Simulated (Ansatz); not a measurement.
**CH₃BrOSn: one species, many methods**

One table from this session's results is given with a row withheld; the runs are named, their logs left out.

Computed with Ansatz 0.2.0, Gaussian basis. Level: functionals in def2-TZVPP, the program's frozen cores in correlated methods.

Plan: LDA (SPW92), PBE-D4, revPBE-D4, BLYP-D4, r2SCAN-D4, B97M-V, PBE0-D4, B3LYP-D4, r2SCANh-D4, r2SCAN0-D4, HSE06-D4, BHLYP-D4, CAM-B3LYP-D4, LC-ωPBE, ωB97X-V, ωB97M-V, B2PLYP, PBE-QIDH; CCSD(T)/def2-SVP; CCSD(T)/def2-TZVPP; MP2/def2-QZVPP; extrapolation to the limit; RPA on PBE.

### The geometry

The geometry comes from an earlier relaxation with PBE0-D4 in a triple-zeta def2 set; it is a stationary point, not always the lowest conformer. Sn takes the def2 core potential; no spin-orbit term is included.

SMILES `C[O][Sn][Br]`, 7 atoms, charge 0, spin multiplicity 1.

Atoms are counted from 1 here; the program's logs count them from 0.

Bond lengths: C1–O2 1.405 Å, C1–H5 1.095 Å, C1–H6 1.095 Å, C1–H7 1.095 Å, O2–Sn3 1.958 Å, Sn3–Br4 2.546 Å. Angles: O2–C1–H5 109.5°, O2–C1–H6 112.5°, O2–C1–H7 109.5°, H5–C1–H6 108.5°, H5–C1–H7 108.1°, H6–C1–H7 108.5°, C1–O2–Sn3 132.6°, O2–Sn3–Br4 99.3°.

Coordinates:

| atom | x (Å) | y (Å) | z (Å) |
| --- | --- | --- | --- |
| C1 | -0.5414 | 0.4680 | 0.5382 |
| O2 | 0.6415 | 0.8419 | -0.1202 |
| Sn3 | 1.8664 | -0.1293 | -1.2985 |
| Br4 | 0.6930 | -2.3882 | -1.3377 |
| H5 | -1.3628 | 1.1142 | 0.2107 |
| H6 | -0.8191 | -0.5735 | 0.3436 |
| H7 | -0.4164 | 0.5987 | 1.6183 |

The first run:

The input, in.yaml:

```yaml
crystal:
  periodic: [false, false, false]
  atoms:
    - {symbol: C, position_ang: [-0.541409, 0.467991, 0.538185]}
    - {symbol: O, position_ang: [0.641507, 0.841948, -0.120220]}
    - {symbol: Sn, position_ang: [1.866446, -0.129282, -1.298474]}
    - {symbol: Br, position_ang: [0.693006, -2.388154, -1.337714]}
    - {symbol: H, position_ang: [-1.362831, 1.114155, 0.210741]}
    - {symbol: H, position_ang: [-0.819115, -0.573486, 0.343551]}
    - {symbol: H, position_ang: [-0.416404, 0.598729, 1.618331]}
basis:
  gaussian: {orbitals: def2-TZVPP}
hamiltonian: {xc: lda}
output: {orbitals: {seedname: orbitals}}
```

Steps of the session up to this table: LDA; PBE-D4 (GGA); revPBE-D4 (GGA); BLYP-D4 (GGA); r2SCAN-D4 (meta-GGA); B97M-V (meta-GGA); PBE0-D4 (hybrid); B3LYP-D4 (hybrid); r2SCANh-D4 (hybrid); r2SCAN0-D4 (hybrid); HSE06-D4 (hybrid); BHLYP-D4 (hybrid); CAM-B3LYP-D4 (range-separated); LC-ωPBE-D4 (range-separated; the results give it without D4); ωB97X-V (range-separated); ωB97M-V (range-separated); B2PLYP (double hybrid); PBE-QIDH (double hybrid).

One table of the session follows, with a row left open; its other results are not shown here.

It belongs to the step «Frontier levels by functional». 

```
  functional  HOMO (eV)  LUMO (eV)  gap (eV)
 LDA (SPW92)      -6.78      -3.42      3.37
      PBE-D4      -6.58      -3.17      3.40
   revPBE-D4      -6.51      -3.08      3.42
     BLYP-D4      -6.44      -3.10      3.34
   r2SCAN-D4      -6.88      -3.13      3.75
      B97M-V      -6.80      -3.14      3.66
     PBE0-D4      -7.71      -2.55      5.16
    B3LYP-D4      -7.52      -2.76      4.75
  r2SCANh-D4      -7.30      -2.89      4.42
  r2SCAN0-D4      -7.91      -2.52      5.39
    HSE06-D4      -7.32      -2.90      4.41
    BHLYP-D4      -8.65      -1.87      6.78
CAM-B3LYP-D4          ?          ?         ?
     LC-ωPBE     -10.15      -0.59      9.56
     ωB97X-V      -9.86      -0.68      9.18
     ωB97M-V      -9.78      -0.83      8.95
```

Estimate the missing values for CAM-B3LYP-D4.

**Answer.** HOMO (eV): -8.95; LUMO (eV): -1.65; gap (eV): 7.30. In the column «HOMO (eV)» it lies between ωB97M-V (-9.78) and BHLYP-D4 (-8.65).
